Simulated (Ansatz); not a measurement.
# CH₅ClGeO₂: basis-set convergence

How large a basis does CH₅ClGeO₂ need? Two functionals are run in growing sets.

Program: Ansatz 0.2.0, Gaussian basis. Level of theory: one geometry, several basis sets. These are calculated values, not measurements.

The runs, in order: PBE0-D4/def2-SVP; ωB97M-V/def2-SVP; PBE0-D4/def2-QZVPP; ωB97M-V/def2-QZVPP; the functionals' def2-TZVPP values are taken from earlier runs.

## 1. The geometry

All runs share one geometry, relaxed beforehand with PBE0-D4 in a triple-zeta def2 set.

10 atoms, charge 0, spin multiplicity 1.

Atoms are counted from 1 here; the program's logs count them from 0.

Bond lengths: C1–O2 1.413 Å, C1–H6 1.097 Å, C1–H7 1.091 Å, C1–H8 1.095 Å, O2–Ge3 1.758 Å, Ge3–O4 1.750 Å, Ge3–Cl5 2.153 Å, Ge3–H9 1.526 Å, O4–H10 0.961 Å. Angles: O2–C1–H6 111.8°, O2–C1–H7 107.5°, O2–C1–H8 111.8°, H6–C1–H7 108.3°, H6–C1–H8 108.7°, H7–C1–H8 108.6°, C1–O2–Ge3 121.0°, O2–Ge3–O4 106.3°, O2–Ge3–Cl5 107.2°, O2–Ge3–H9 114.8°, O4–Ge3–Cl5 110.7°, O4–Ge3–H9 108.7°, Cl5–Ge3–H9 109.1°, Ge3–O4–H10 112.6°.

## 2. PBE0-D4 in def2-SVP

The input, in.yaml:

```yaml
crystal:
  periodic: [false, false, false]
  atoms:
    - {symbol: C, position_ang: [-1.049121, -1.233818, -0.362739]}
    - {symbol: O, position_ang: [0.258450, -0.776817, -0.083684]}
    - {symbol: Ge, position_ang: [0.540274, 0.847820, 0.524862]}
    - {symbol: O, position_ang: [2.271610, 1.097157, 0.475404]}
    - {symbol: Cl, position_ang: [-0.464643, 2.208724, -0.807194]}
    - {symbol: H, position_ang: [-1.666472, -1.281747, 0.542296]}
    - {symbol: H, position_ang: [-0.963650, -2.241701, -0.772614]}
    - {symbol: H, position_ang: [-1.553447, -0.598762, -1.098423]}
    - {symbol: H, position_ang: [0.051372, 1.092172, 1.949958]}
    - {symbol: H, position_ang: [2.658728, 0.835874, -0.364865]}
basis:
  gaussian: {orbitals: def2-SVP}
hamiltonian: {xc: pbe0, dispersion: d4}
output: {orbitals: {seedname: orbitals}}
```

Command:

```sh
> ansatz run in.yaml --threads 4 --pin off --events-out ev --progress --plain --max-ram 10444MiB
```

The runs that follow: ωB97M-V in def2-SVP; PBE0-D4 in def2-QZVPP; ωB97M-V in def2-QZVPP.

Q: Predict the results of all the runs planned. Wanted: PBE0-D4: double and triple zeta above quadruple; ωB97M-V: double and triple zeta above quadruple.

The runs gave:

```
                                       quantity           value
PBE0-D4: double and triple zeta above quadruple  19.77, 1.91 eV
ωB97M-V: double and triple zeta above quadruple  19.82, 1.84 eV
```

What this shows: For PBE0-D4 the step from double to triple zeta gains 17.87 eV and the next only 1.91 eV. Total energies overstate the basis error of differences, where much of it tends to cancel. The LUMO of ωB97M-V is positive and keeps falling with the basis (2.42 to 1.55 eV): an unbound level that the basis holds in place.
